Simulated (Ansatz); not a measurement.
This script makes the interaction energy of a dimer with the counterpoise correction of CH4BN, SMILES BC=N with the Python package of Ansatz (0.2.0).

Script `run_dimer.py`:
```python
"""Interaction energy of two CH4BN molecules, with the counterpoise correction."""

import ansatz as az

params = {
    "basis": "cc-pVDZ",
    "xc": "r2scan",
}

FIRST = [
    ("B", (-0.8688, 0.3144, -0.595)),
    ("C", (0.3126, 0.1041, 0.3156)),
    ("N", (0.8401, -1.0459, 0.3287)),
    ("H", (-1.27, -0.4987, -1.2885)),
    ("H", (-1.4263, 1.4168, -0.6468)),
    ("H", (0.6981, 0.9298, 0.933)),
    ("H", (1.714, -1.2205, 0.9527)),
]
SECOND = [
    ("B", (-2.7167, -0.7574, -5.9709)),
    ("C", (-2.0616, -1.1195, -4.6636)),
    ("N", (-1.2485, -0.2856, -4.1693)),
    ("H", (-2.5395, 0.2392, -6.4985)),
    ("H", (-3.5176, -1.5353, -6.5022)),
    ("H", (-2.2974, -2.0712, -4.1634)),
    ("H", (-0.7828, -0.5044, -3.2107)),
]

def energy(atoms, ghosts=()):
    molecule = az.Crystal.molecule()
    for symbol, xyz in atoms:
        molecule = molecule.atom(symbol, xyz)
    calc = (
        molecule.calculation()
        .basis(gaussian=params["basis"])
        .functional(params["xc"])
    )
    deck = calc.input()
    if ghosts:
        deck = deck.set(az.key.basis.gaussian.ghost_atoms, [{"symbol": s, "position_ang": list(xyz)} for s, xyz in ghosts])
    return az.Session.from_dict(deck).plan().execute().report["free_energy_ev"]


def main() -> None:
    # ghost atoms carry the functions of the partner
    both = energy(FIRST + SECOND)
    alone = energy(FIRST) + energy(SECOND)
    ghosted = energy(FIRST, SECOND) + energy(SECOND, FIRST)
    print(f"dimer {both:.6f} eV")
    print(f"interaction, uncorrected   {96.485332 * (both - alone):8.3f} kJ/mol")
    print(f"interaction, counterpoise  {96.485332 * (both - ghosted):8.3f} kJ/mol")
    print(f"basis-set superposition    {96.485332 * (alone - ghosted):8.3f} kJ/mol")


if __name__ == "__main__":
    main()
```

How large is the interaction at this pose, and how much of it is basis-set superposition?

Uncorrected it is -2.644 kJ/mol, with the counterpoise correction -0.452 kJ/mol; the difference, 2.19 kJ/mol, is the superposition error.

The output:

Output of `python run_dimer.py`:
```text
dimer -6529.047318 eV
interaction, uncorrected     -2.644 kJ/mol
interaction, counterpoise    -0.452 kJ/mol
basis-set superposition       2.192 kJ/mol
```

Total energies depend on the basis set; only differences at equal settings carry meaning. The dimer is a generated trial pose of unrelaxed monomers, not a minimum, so the figure is no binding energy, and the basis set is small. This level lacks the dispersion part of the attraction (electrostatics and induction are there), which can decide the sign where the interaction is weak. Hardware and time: 20 s on 1 thread of Arm Neoverse V1 (shared host), peak memory 0.23 GiB.

(Lines on the test bed's own set-up are left out of the output.)
